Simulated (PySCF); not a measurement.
# EuH4N2 (Eu(NH2)2+): the cost of one run

Computed with PySCF 2.14.0. Level: several levels, as the steps say, no spin–orbit coupling.

1 further run of the same task is left out (for a known fault of the program).

## 1. The system as given

7 atoms, charge 1, spin multiplicity 1.

Bond lengths: Eu1–N2 2.103 Å, Eu1–H3 2.808 Å, Eu1–H4 2.869 Å, Eu1–N5 2.103 Å, Eu1–H6 2.869 Å, Eu1–H7 2.808 Å, N2–H3 1.024 Å, N2–H4 1.023 Å, N5–H6 1.023 Å, N5–H7 1.024 Å. Angles: N2–Eu1–H3 17.6°, N2–Eu1–H4 15.9°, N2–Eu1–N5 105.4°, N2–Eu1–H6 121.2°, N2–Eu1–H7 87.8°, H3–Eu1–H4 33.4°, H3–Eu1–N5 87.8°, H3–Eu1–H6 103.6°, H3–Eu1–H7 70.2°, H4–Eu1–N5 121.2°, H4–Eu1–H6 137.1°, H4–Eu1–H7 103.6°, N5–Eu1–H6 15.9°, N5–Eu1–H7 17.6°, H6–Eu1–H7 33.4°, Eu1–N2–H3 124.1°, Eu1–N2–H4 130.0°, H3–N2–H4 106.0° and more.

Coordinates:

```
Eu    0.00000    0.78302    0.02374
N     1.67250    0.03264    1.05448
H     1.61434   -0.56869    1.88132
H     2.67004    0.15838    0.86767
N    -1.67250    0.03264    1.05448
H    -2.67004    0.15838    0.86767
H    -1.61434   -0.56869    1.88132
```

Formal oxidation states: Eu +3. Each metal's 6 4f electrons lie in its core potential, so multiplicities, spins and levels count the valence alone. An earlier session relaxed this geometry at PBE0, Eu lcecp-1-SVP with ECP52, N def2-SVP, H def2-SVP (singlet, point group C2v).

At PBE0 on the finer grid: E = -146.835796 Eh, HOMO -11.58 eV, LUMO -6.50 eV, Mulliken charge on Eu1 +1.21 e, largest force component 0.017 eV/Å. 

Levels to run: M06-L; CAM-B3LYP; PBE0, TZVP. Hardware: 2 threads of Arm Neoverse V1, shared host.

## 2. M06-L

File run.py (the lines that set the calculation):

```python
mol = gto.M(atom='''
Eu     0.00000     0.78302     0.02374
N      1.67250     0.03264     1.05448
H      1.61434    -0.56869     1.88132
H      2.67004     0.15838     0.86767
N     -1.67250     0.03264     1.05448
H     -2.67004     0.15838     0.86767
H     -1.61434    -0.56869     1.88132''',
    basis={'Eu': 'lcecp-1-SVP', 'N': 'def2-SVP', 'H': 'def2-SVP'},
    ecp={'Eu': 'lcecp-1-SVP'},
    charge=1, spin=0)
mf = dft.RKS(mol, xc='M06L')
mf.grids.atom_grid = (75, 302)  # f atoms: unpruned, at least (60, 302)
mf = mf.density_fit()  # fitting sets: Eu AutoAux, N def2-universal-JKFIT, H def2-universal-JKFIT
mf.conv_tol = 1e-08; mf.max_cycle = 55
mf.kernel(dm0)  # dm0: the density of the relaxed state
```

Started as:

```
$ OMP_NUM_THREADS=2 python run.py
```

**Question.** How long does this run take on 2 threads of Arm Neoverse V1, shared host?

About 5.4 s.
